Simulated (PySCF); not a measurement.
# [La(NH3)3]3+: other functionals and bases at one geometry

The task here is to estimate one member of a computed series from the others.

Method: several levels, as the steps say, no spin–orbit coupling; program: PySCF 2.14.0.

1 further run of the same task is left out (for a known fault of the program).

### The system as given

13 atoms, charge 3, spin multiplicity 1.

Bond lengths: La1–N2 2.559 Å, La1–N6 2.559 Å, La1–N10 2.559 Å, N2–H3 1.035 Å, N2–H4 1.036 Å, N2–H5 1.035 Å, N6–H7 1.035 Å, N6–H8 1.036 Å, N6–H9 1.035 Å, N10–H11 1.035 Å, N10–H12 1.036 Å, N10–H13 1.035 Å. Angles: N2–La1–N6 111.7°, N2–La1–N10 111.7°, N6–La1–N10 111.7°, La1–N2–H3 116.4°, La1–N2–H4 114.5°, La1–N2–H5 115.7°, H3–N2–H4 102.7°, H3–N2–H5 102.9°, H4–N2–H5 102.8°, La1–N6–H7 116.4°, La1–N6–H8 114.5°, La1–N6–H9 115.7°, H7–N6–H8 102.7°, H7–N6–H9 102.9°, H8–N6–H9 102.8°, La1–N10–H11 116.4°, La1–N10–H12 114.5°, La1–N10–H13 115.7° and more.

Geometry (Å):

```xyz
13
charge 3, multiplicity 1
La    0.0000    0.0000   -0.7629
N     2.4447   -0.0007   -0.0078
H     2.6893   -0.6533    0.7572
H     3.1231   -0.2527   -0.7487
H     2.8080    0.9052    0.3363
N    -1.2217    2.1175   -0.0078
H    -0.7789    2.6556    0.7572
H    -1.3426    2.8310   -0.7487
H    -2.1879    1.9792    0.3363
N    -1.2230   -2.1168   -0.0078
H    -1.9104   -2.0023    0.7572
H    -1.7804   -2.5783   -0.7487
H    -0.6200   -2.8844    0.3363
```

Formal oxidation states: La +3. An earlier session relaxed this geometry at PBE0, La def2-SVP with ECP46, N def2-SVP, H def2-SVP (singlet, point group C3).

At PBE0 on the finer grid: E = -199.944059 Eh, HOMO -23.78 eV, LUMO -15.94 eV, Mulliken charge on La1 +1.89 e, largest force component 0.009 eV/Å. 

Levels to run: TPSSh; PBE; PBE0, TZVP. Hardware: 2 threads of AMD EPYC 7R43 (Zen 3), shared host.

The first run:

File run.py (the lines that set the calculation):

```python
mol = gto.M(atom='''
La     0.00000     0.00000    -0.76285
N      2.44466    -0.00072    -0.00778
H      2.68928    -0.65330     0.75723
H      3.12306    -0.25275    -0.74868
H      2.80797     0.90521     0.33628
N     -1.22171     2.11750    -0.00778
H     -0.77887     2.65564     0.75723
H     -1.34264     2.83102    -0.74868
H     -2.18792     1.97916     0.33628
N     -1.22296    -2.11678    -0.00778
H     -1.91042    -2.00234     0.75723
H     -1.78042    -2.57827    -0.74868
H     -0.62005    -2.88438     0.33628''',
    basis={'La': 'def2-SVP', 'N': 'def2-SVP', 'H': 'def2-SVP'},
    ecp={'La': 'def2-SVP'},
    charge=3, spin=0)
mf = dft.RKS(mol, xc='TPSSH')
mf.grids.atom_grid = (75, 302)  # f atoms: unpruned, at least (60, 302)
mf = mf.density_fit()  # fitting sets: La def2-universal-JKFIT, N def2-universal-JKFIT, H def2-universal-JKFIT
mf.conv_tol = 1e-08; mf.max_cycle = 55
mf.kernel(dm0)  # dm0: the density of the relaxed state
```

Run with:

```bash
$ OMP_NUM_THREADS=2 python run.py
```

Among the steps run: TPSSh; PBE; PBE0, TZVP.

One of the session's tables, all rows but one given; the rest of the session is left out.

| level | HOMO (eV) | gap (eV) | charge on La1 (e) | dipole (D) | largest force component (eV/Å) |
| --- | --- | --- | --- | --- | --- |
| PBE0 (relaxed here) | -23.78 | 7.84 | 1.89 | 2.05 | 0.01 |
| TPSSh | ? | ? | ? | ? | ? |
| PBE | -22.26 | 5.47 | 1.78 | 2.25 | 0.37 |
| PBE0, TZVP | -23.75 | 7.86 | 2.04 | 2.02 | 0.37 |

Estimate the missing values for TPSSh.

The run gave: HOMO (eV): -22.97; gap (eV): 6.71; charge on La1 (e): 1.87; dipole (D): 2.07; largest force component (eV/Å): 0.12. In the column «HOMO (eV)» it lies between PBE0, TZVP (-23.75) and PBE (-22.26).

The dipole of a charged species depends on the origin, so these sizes hold for this origin alone.

In one basis the HOMO–LUMO gap runs from 5.47 eV (PBE) to 7.84 eV (PBE0). The largest leftover force, 0.37 eV/Å with PBE0, TZVP, stands at a geometry relaxed at another level. Total energies of different levels can't be compared.
